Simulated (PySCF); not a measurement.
**C2H10BNSi: electronic excitations and core binding energies**

What electronic excitations and core binding energies should C2H10BNSi (`CB[SiH2]NC`) show?

The runs use PySCF 2.14.0, with density-fitted response routines of our own; the level of theory stands in each step. All values are computed, except where a source is named. Atoms are numbered from 0 throughout.

## 1. The starting structure

15 atoms, charge 0, multiplicity 1; geometry from: GFN2-xTB.

Bonds of the start (Å): C0–B1 1.57, B1–Si2 1.95, Si2–N3 1.73, N3–C4 1.44, C0–H5 1.09, C0–H6 1.09, C0–H7 1.09, B1–H8 1.18, Si2–H9 1.49, Si2–H10 1.48, N3–H11 1.01, C4–H12 1.09, C4–H13 1.09, C4–H14 1.10.

## 2. TDDFT and polarisability: PBE0/def2-SVPD

What the job is given:

```
{"job": {"kind": "uv", "xc": "PBE0", "basis": "def2-SVPD", "nstates": 8, "ntriplets": 3}, "charge": 0, "multiplicity": 1}
C     -2.342156    -0.710404     0.187866
B     -1.789908     0.573968    -0.523684
Si     0.110391     0.977976    -0.741241
N      1.068869    -0.330690    -0.141924
C      2.507015    -0.343298    -0.231374
H     -2.546836    -0.438657     1.226991
H     -3.290619    -1.062537    -0.215505
H     -1.651110    -1.550302     0.215937
H     -2.579496     1.350484    -0.916591
H      0.512977     2.279076    -0.135739
H      0.577988     1.105592    -2.137777
H      0.752763    -0.804161     0.691359
H      2.884651    -1.365010    -0.152131
H      2.794670     0.061297    -1.199035
H      2.986388     0.264656     0.545280
```

Level: TDDFT PBE0/def2-SVPD, vertical, gas phase, core orbitals frozen in the response.

The run is started by

```bash
$ OMP_NUM_THREADS=1 python probes_run.py task.json out
```

The driver reads the jobs from task.json and runs them one after another.

**Question.** This job is followed by: delta-SCF UKS SCAN, pcX-2 on the ionised atom, pcseg-1 elsewhere, spin-free X2C. What will the session give for the following? lowest singlet (PBE0/def2-SVPD); brightest single state of those computed; lowest triplet; C1s binding energies, SCAN/pcX-2; Si1s binding energies, SCAN/pcX-2; Si2p binding energies, SCAN/pcX-2; N1s binding energies, SCAN/pcX-2.

**Answer**, as computed:

| quantity | value |
| --- | --- |
| lowest singlet (PBE0/def2-SVPD) | 3.51 eV (354 nm), f = 0.005 |
| brightest single state of those computed | state 5, 6.39 eV, f = 0.081 |
| lowest triplet | 3.25 eV |
| C1s binding energies, SCAN/pcX-2 | C4 291.31, C0 290.24 eV |
| Si1s binding energies, SCAN/pcX-2 | Si2 1845.78 eV |
| Si2p binding energies, SCAN/pcX-2 | Si2 106.24 eV |
| N1s binding energies, SCAN/pcX-2 | N3 404.03 eV |

In words: The lowest singlet, at 3.51 eV, is HOMO→LUMO 0.99 and is weak; of the 8 states computed, the strongest absorption comes from state 5 at 6.39 eV. The lowest triplet lies 0.25 eV below the lowest singlet (triplets in Tamm-Dancoff, singlets in full TDDFT). C4 (methyl carbon bonded to N) binds its C1s electron 1.07 eV more tightly than C0 (methyl carbon bonded to B).
